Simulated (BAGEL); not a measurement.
# Si2H3ClF (SMILES F[Si]([SiH3])Cl): ROHF/6-31G(d) (density fitting with qzvpp-jkfit, spherical functions)

Aim: the vertical doublet–quartet gap of Si2H3ClF at ROHF/6-31G* (density fitting with qzvpp-jkfit, spherical functions), from 2 runs. 

The results are computed with BAGEL 1.2.2.

3 further runs of the same task are left out: 1 that didn't finish, 2 set aside as unsound or not needed. Runs told in other sessions of the task aren't counted.

### Step 1. The structure to begin with

Si2H3ClF has 7 atoms, charge 0, and is taken as a doublet. SMILES: `F[Si]([SiH3])Cl`. The shape is that of a PBE0-D4/def2-TZVP optimisation.

Bond lengths: F1–Si2 1.603 Å, Si2–Si3 2.359 Å, Si2–Cl4 2.058 Å, Si3–H5 1.484 Å, Si3–H6 1.485 Å, Si3–H7 1.487 Å. Angles: F1–Si2–Si3 109.6°, F1–Si2–Cl4 106.9°, Si3–Si2–Cl4 109.1°, Si2–Si3–H5 106.7°, Si2–Si3–H6 108.3°, Si2–Si3–H7 111.3°, H5–Si3–H6 109.9°, H5–Si3–H7 110.3°, H6–Si3–H7 110.2°.

### Step 2. A single-point energy at ROHF/6-31G(d) (density fitting with qzvpp-jkfit, spherical functions)

Input file job.json:

```json
{ "bagel": [

{
  "title": "molecule",
  "basis": "6-31gs.json",
  "df_basis": "qzvpp-jkfit",
  "angstrom": true,
  "geometry": [
    { "atom": "F", "xyz": [      -0.397300,      -2.154200,       0.999100 ] },
    { "atom": "Si", "xyz": [      -1.049500,      -0.894500,       0.251900 ] },
    { "atom": "Si", "xyz": [       0.534200,       0.848100,       0.105900 ] },
    { "atom": "Cl", "xyz": [      -1.541500,      -1.516100,      -1.647200 ] },
    { "atom": "H", "xyz": [      -0.126400,       1.966500,      -0.612300 ] },
    { "atom": "H", "xyz": [       0.889700,       1.271000,       1.484000 ] },
    { "atom": "H", "xyz": [       1.752100,       0.411400,      -0.627000 ] }
  ]
},

{ "title": "rohf", "nopen": 1 },

{ "title": "print", "file": "orbitals.molden", "orbitals": true }

]}
```

The basis set 6-31G* is read from a file made from the Basis Set Exchange's data (not shown).

The run is started by

```
$ BAGEL_NUM_THREADS=1 BAGEL job.json > job.out
```

Standard output:

```text
* using 1 threads per process

  ===============================================================
  ===============================================================

  *** Geometry ***

  { "atom" : "F", "xyz" : [     -0.750788,     -4.070848,      1.888025 ] },
  { "atom" : "Si", "xyz" : [     -1.983268,     -1.690360,      0.476022 ] },
  { "atom" : "Si", "xyz" : [      1.009492,      1.602677,      0.200122 ] },
  { "atom" : "Cl", "xyz" : [     -2.913013,     -2.865014,     -3.112757 ] },
  { "atom" : "H", "xyz" : [     -0.238861,      3.716146,     -1.157079 ] },
  { "atom" : "H", "xyz" : [      1.681289,      2.401842,      2.804354 ] },
  { "atom" : "H", "xyz" : [      3.310989,      0.777433,     -1.184858 ] },

  Number of auxiliary basis functions:      515

  Since a DF basis is specified, we compute 2- and 3-index integrals:
    o Being stored without compression. Storage requirement is 0.023 GB

  Number of basis functions:       74
  Number of electrons      :       57

    * METHOD: MOLECULE                             0.29

  *** Open-shell HF ***

  === Nuclear Repulsion ===
   262.2624644897

      * DIIS with orbital gradients will be used.

  === ROHF iteration (6-31gs.json) ===
      0      -1138.38041595          0.03449146           0.18
      1      -1138.49784596          0.02292373           0.18
      2      -1138.53669350          0.01419295           0.17
      3      -1138.55918062          0.00136413           0.18
      4      -1138.56039141          0.00059994           0.18
      5      -1138.56075587          0.00025689           0.18
      6      -1138.56085117          0.00005522           0.18
      7      -1138.56090389          0.00001616           0.17
      8      -1138.56091267          0.00000556           0.18
      9      -1138.56091365          0.00000185           0.18
     10      -1138.56091413          0.00000075           0.18
     11      -1138.56091432          0.00000034           0.18
     12      -1138.56091434          0.00000012           0.18
     13      -1138.56091436          0.00000005           0.18
     14      -1138.56091436          0.00000002           0.18
     15      -1138.56091436          0.00000001           0.18
    * SCF iteration converged.

    * S^2 (ROHF) is 0.7500

    * Permanent dipole moment:
           (   -0.080333,    -0.798987,    -0.398310) a.u.

    * METHOD: ROHF                                 3.06

    * METHOD: PRINT                                0.02

  ===============================================================
```

Run time: 3.6 s. Hardware: 1 thread of Arm Neoverse V1, shared host; peak memory 0.12 GiB.

### Step 3. The quartet at the same level

Input file calc.json:

```json
{ "bagel": [

{
  "title": "molecule",
  "basis": "6-31gs.json",
  "df_basis": "qzvpp-jkfit",
  "angstrom": true,
  "geometry": [
    { "atom": "F", "xyz": [   -0.397300,   -2.154200,    0.999100 ] },
    { "atom": "Si", "xyz": [   -1.049500,   -0.894500,    0.251900 ] },
    { "atom": "Si", "xyz": [    0.534200,    0.848100,    0.105900 ] },
    { "atom": "Cl", "xyz": [   -1.541500,   -1.516100,   -1.647200 ] },
    { "atom": "H", "xyz": [   -0.126400,    1.966500,   -0.612300 ] },
    { "atom": "H", "xyz": [    0.889700,    1.271000,    1.484000 ] },
    { "atom": "H", "xyz": [    1.752100,    0.411400,   -0.627000 ] }
  ]
},
{ "title": "rohf", "nopen": 3 },
{ "title": "print", "file": "orbitals.molden", "orbitals": true }

]}
```

The basis set 6-31G* is read from a file made from the Basis Set Exchange's data (not shown).

The run is started by

```
$ BAGEL_NUM_THREADS=1 BAGEL calc.json > calc.out
```

Standard output:

```text
* using 1 threads per process

  ===============================================================
  ===============================================================

  *** Geometry ***

  { "atom" : "F", "xyz" : [     -0.750788,     -4.070848,      1.888025 ] },
  { "atom" : "Si", "xyz" : [     -1.983268,     -1.690360,      0.476022 ] },
  { "atom" : "Si", "xyz" : [      1.009492,      1.602677,      0.200122 ] },
  { "atom" : "Cl", "xyz" : [     -2.913013,     -2.865014,     -3.112757 ] },
  { "atom" : "H", "xyz" : [     -0.238861,      3.716146,     -1.157079 ] },
  { "atom" : "H", "xyz" : [      1.681289,      2.401842,      2.804354 ] },
  { "atom" : "H", "xyz" : [      3.310989,      0.777433,     -1.184858 ] },

  Number of auxiliary basis functions:      515

  Since a DF basis is specified, we compute 2- and 3-index integrals:
    o Being stored without compression. Storage requirement is 0.023 GB

  Number of basis functions:       74
  Number of electrons      :       57

    * METHOD: MOLECULE                             0.29

  *** Open-shell HF ***

  === Nuclear Repulsion ===
   262.2624644897

      * DIIS with orbital gradients will be used.

  === ROHF iteration (6-31gs.json) ===
      0      -1138.08619551          0.03421409           0.18
      1      -1138.20048004          0.02645989           0.18
      2      -1138.25156981          0.01755990           0.18
      3      -1138.28958315          0.00212784           0.17
      4      -1138.29440570          0.00122592           0.17
      5      -1138.29725809          0.00081264           0.17
      6      -1138.29977022          0.00066911           0.18
      7      -1138.30234964          0.00058913           0.18
      8      -1138.30562511          0.00044349           0.18
      9      -1138.30693334          0.00033596           0.18
[... 22 lines of this table left out ...]
     32      -1138.30839686          0.00000002           0.18
     33      -1138.30839686          0.00000002           0.18
     34      -1138.30839686          0.00000001           0.18
     35      -1138.30839686          0.00000001           0.18
    * SCF iteration converged.

    * S^2 (ROHF) is 3.7500

    * Permanent dipole moment:
           (   -0.492456,    -1.214135,     0.043222) a.u.

    * METHOD: ROHF                                 6.73

    * METHOD: PRINT                                0.01

  ===============================================================
```

Run time: 7.2 s. Hardware: 1 thread of Arm Neoverse V1, shared host; peak memory 0.12 GiB.

### Step 4. What came out

At ROHF/6-31G* (density fitting with qzvpp-jkfit, spherical functions):

| quantity | value |
| --- | --- |
| doublet: total energy | -1138.56091 Eh |
| doublet: dipole moment | 2.28 D |
| doublet: ⟨S²⟩ | 0.750 |
| quartet: total energy | -1138.30840 Eh |
| quartet: dipole moment | 3.33 D |
| quartet: ⟨S²⟩ | 3.750 |
| vertical energy of the quartet above the doublet | 6.871 eV |

**Reading.** At this shape the quartet lies 6.87 eV (663 kJ/mol) above the doublet.
